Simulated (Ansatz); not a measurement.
# CH4BBrOS: a ladder of functionals and wavefunction methods

The task here is to estimate one member of a computed series from the others.

Program: Ansatz 0.2.0, Gaussian basis. Level of theory: functionals in def2-TZVPP, the program's frozen cores in correlated methods. These are calculated values, not measurements.

Levels to be run: LDA (SPW92), PBE-D4, revPBE-D4, BLYP-D4, r2SCAN-D4, B97M-V, PBE0-D4, B3LYP-D4, r2SCANh-D4, r2SCAN0-D4, HSE06-D4, BHLYP-D4, CAM-B3LYP-D4, LC-ωPBE, ωB97X-V, ωB97M-V, B2PLYP, PBE-QIDH; CCSD(T)/def2-SVP; CCSD(T)/def2-TZVPP; MP2/def2-QZVPP; extrapolation to the limit; RPA on PBE.

## The relaxed structure

All runs share one geometry, relaxed beforehand with PBE0-D4 in a triple-zeta def2 set.

SMILES `COB(S)Br`, 9 atoms, charge 0, spin multiplicity 1.

Atoms are counted from 1 here; the program's logs count them from 0.

Bond lengths: C1–O2 1.418 Å, C1–H6 1.093 Å, C1–H7 1.089 Å, C1–H8 1.093 Å, O2–B3 1.338 Å, B3–S4 1.812 Å, B3–Br5 1.928 Å, S4–H9 1.340 Å. Angles: O2–C1–H6 110.7°, O2–C1–H7 107.4°, O2–C1–H8 110.7°, H6–C1–H7 109.4°, H6–C1–H8 109.3°, H7–C1–H8 109.4°, C1–O2–B3 122.1°, O2–B3–S4 121.7°, O2–B3–Br5 116.9°, S4–B3–Br5 121.4°, B3–S4–H9 95.8°.

The first run:

in.yaml

```yaml
crystal:
  periodic: [false, false, false]
  atoms:
    - {symbol: C, position_ang: [0.525634, 0.144314, 1.364468]}
    - {symbol: O, position_ang: [-0.464020, 0.667255, 0.494065]}
    - {symbol: B, position_ang: [-0.612670, 0.226122, -0.760649]}
    - {symbol: S, position_ang: [0.443804, -1.078557, -1.442066]}
    - {symbol: Br, position_ang: [-2.004964, 1.043701, -1.815140]}
    - {symbol: H, position_ang: [0.372160, -0.925995, 1.525758]}
    - {symbol: H, position_ang: [0.434097, 0.669205, 2.313799]}
    - {symbol: H, position_ang: [1.525904, 0.307919, 0.954813]}
    - {symbol: H, position_ang: [-0.131447, -1.100164, -2.652247]}
basis:
  gaussian: {orbitals: def2-TZVPP}
hamiltonian: {xc: lda}
output: {orbitals: {seedname: orbitals}}
```

Among the steps run: LDA; PBE-D4 (GGA); revPBE-D4 (GGA); BLYP-D4 (GGA); r2SCAN-D4 (meta-GGA); B97M-V (meta-GGA); PBE0-D4 (hybrid); B3LYP-D4 (hybrid); r2SCANh-D4 (hybrid); r2SCAN0-D4 (hybrid); HSE06-D4 (hybrid); BHLYP-D4 (hybrid); CAM-B3LYP-D4 (range-separated); LC-ωPBE-D4 (range-separated; the results give it without D4); ωB97X-V (range-separated); ωB97M-V (range-separated); B2PLYP (double hybrid); PBE-QIDH (double hybrid).

One table of the session follows, with a row left open; its other results are not shown here.

It belongs to the step «Orbital energies across the functionals». 

| functional | HOMO (eV) | gap (eV) |
| --- | --- | --- |
| LDA (SPW92) | -6.86 | 5.48 |
| PBE-D4 | -6.70 | 5.58 |
| revPBE-D4 | -6.65 | 5.63 |
| BLYP-D4 | -6.52 | 5.58 |
| r2SCAN-D4 | -7.02 | 6.19 |
| B97M-V | ? | ? |
| PBE0-D4 | -7.94 | 7.75 |
| B3LYP-D4 | -7.68 | 7.31 |
| r2SCANh-D4 | -7.47 | 6.97 |
| r2SCAN0-D4 | -8.15 | 8.13 |
| HSE06-D4 | -7.54 | 6.97 |
| BHLYP-D4 | -9.02 | 9.92 |
| CAM-B3LYP-D4 | -9.24 | 10.21 |
| LC-ωPBE | -10.66 | 12.73 |
| ωB97X-V | -10.29 | 12.30 |
| ωB97M-V | -10.11 | 11.96 |

Q: Estimate the row for B97M-V from the others.

The run gave: HOMO (eV): -7.09; gap (eV): 6.38. In the column «HOMO (eV)» it lies between r2SCANh-D4 (-7.47) and r2SCAN-D4 (-7.02).
